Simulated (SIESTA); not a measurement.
## Bi2Te3 (Tellurobismuthite) in SIESTA: the effect of functional

Bi2Te3 (Tellurobismuthite):

```
Bi Te
1.0
     2.19300    1.26613   10.16567
    -2.19300    1.26613   10.16567
     0.00000   -2.53226   10.16567
Bi Te
2 3
Cartesian
  0.0000 0.0000 18.2982
  0.0000 0.0000 12.1988
  0.0000 0.0000 24.1079
  0.0000 0.0000 6.3891
  0.0000 0.0000 0.0000
```

Alike in all runs:

| Item | Value |
| --- | --- |
| Program | SIESTA 5.4.2 |
| Task | band structure |
| Basis | DZP (energy shift 0.003 Ry; two zetas on semicore shells) |
| Grid cutoff | 500 Ry |
| Energy shift | 0.003 Ry |
| k mesh | 7 × 7 × 7 |
| Occupations | fermi-dirac, width 0.05 eV |
| Spin | no spin polarisation |

Problem. One run gave: gap on the mesh 0.25 eV; pressure 0.9 GPa; largest force 0.14 eV/Å. Which functional did it use?
A. AM05
B. BLYP
C. vdW-DF-cx

Solution. C.

```csv
functional,potentials or basis,gap on the mesh (eV),pressure (GPa),largest force (eV/Å)
AM05,PseudoDojo 0.4 standard (PBEsol files),0.26,0.5,0.10
BLYP,PseudoDojo 0.4 standard (PBE files),0.29,6.2,0.23
vdW-DF-cx,PseudoDojo 0.4 standard (PBE files),0.25,0.9,0.14
```

Caveats: the potentials were made for another functional, which shifts forces and pressure; spin-orbit coupling is left out, which as a rule narrows the gap of such compounds by several tenths of an eV; the basis of atomic orbitals isn't converged, which shifts pressures, moduli and gaps.

